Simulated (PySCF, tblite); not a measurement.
# C₈H₈O: infrared bands and NMR shifts

What infrared bands and NMR shifts should C₈H₈O (`C=C1C=C/C1=C\C(C)=O`) show?

Computed with tblite 0.8.0 and PySCF 2.14.0, with density-fitted response routines of our own, on a single molecule in the gas phase. Atoms count from 0, in the outputs and in this text.

### 1 The molecule as given

17 atoms, charge 0, multiplicity 1; geometry from: GFN2-xTB.

Bonds of the start (Å): C0–C1 1.32, C1–C2 1.47, C2–C3 1.35, C3–C4 1.47, C4–C5 1.34, C5–C6 1.47, C6–C7 1.51, C6–O8 1.21, C4–C1 1.49, C0–H9 1.08, C0–H10 1.08, C2–H11 1.07, C3–H12 1.07, C5–H13 1.08, C7–H14 1.09, C7–H15 1.09, C7–H16 1.09.

### 2 Infrared spectrum with GFN2-xTB

What the job is given:

```
{"job": {"kind": "ir", "xc": "GFN2-xTB", "basis": "xTB"}, "charge": 0, "multiplicity": 1}
C     -2.821194     0.684139    -0.345845
C     -1.990029    -0.262172     0.051981
C     -2.079150    -1.678230     0.452176
C     -0.749663    -1.763010     0.695586
C     -0.522155    -0.365258     0.315694
C      0.528321     0.455799     0.227595
C      1.894131     0.034389     0.568732
C      2.939590     1.105357     0.359103
O      2.170174    -1.070690     0.982897
H     -2.475233     1.677431    -0.574277
H     -3.876259     0.497272    -0.454475
H     -2.902585    -2.364433     0.519306
H     -0.079734    -2.528071     1.033665
H      0.390579     1.473482    -0.108885
H      2.699017     1.974823     0.967949
H      3.921363     0.728709     0.633579
H      2.945828     1.412493    -0.685230
```

**Question.** This job is followed by: GIAO PBE0/pcSseg-1 NMR shielding, non-relativistic, gas phase. Predict these results of the whole session: strongest single infrared mode (GFN2-xTB); zero-point energy (GFN2-xTB); ¹³C shifts against TMS (PBE0/pcSseg-1); ¹H shifts against TMS (PBE0/pcSseg-1, means over atoms taken as alike); ¹⁷O shifts against H2O (PBE0/pcSseg-1).

As calculated:

| quantity | value |
| --- | --- |
| strongest single infrared mode (GFN2-xTB) | 1683 cm⁻¹, 273 km/mol |
| zero-point energy (GFN2-xTB) | 81.9 kcal/mol |
| ¹³C shifts against TMS (PBE0/pcSseg-1) | 200.2, 165.3, 163.5, 159.6, 155.9, 110.4, 101.1, 34.9 ppm |
| ¹H shifts against TMS (PBE0/pcSseg-1, means over atoms taken as alike) | 8.20, 7.60, 5.90, 5.06, 5.00, 2.28 ppm |
| ¹⁷O shifts against H2O (PBE0/pcSseg-1) | 638.9 ppm |

All 45 modes are real, so the xTB geometry is a minimum. The strongest single mode, at 1683 cm⁻¹, moves mainly C4, C5 and C6. Unscaled tight-binding wavenumbers are off by several per cent, some by more. Its intensities can rank the bands wrongly. C6 (ketone carbonyl carbon) lies farthest downfield among carbon, at 200.2 ppm; low-lying n→π* states of the double bond to the heteroatom give a large paramagnetic term (-261 ppm). At PBE0/pcSseg-1: The widest tensor belongs to O8: span 1237 ppm, with a paramagnetic part of -707 ppm.
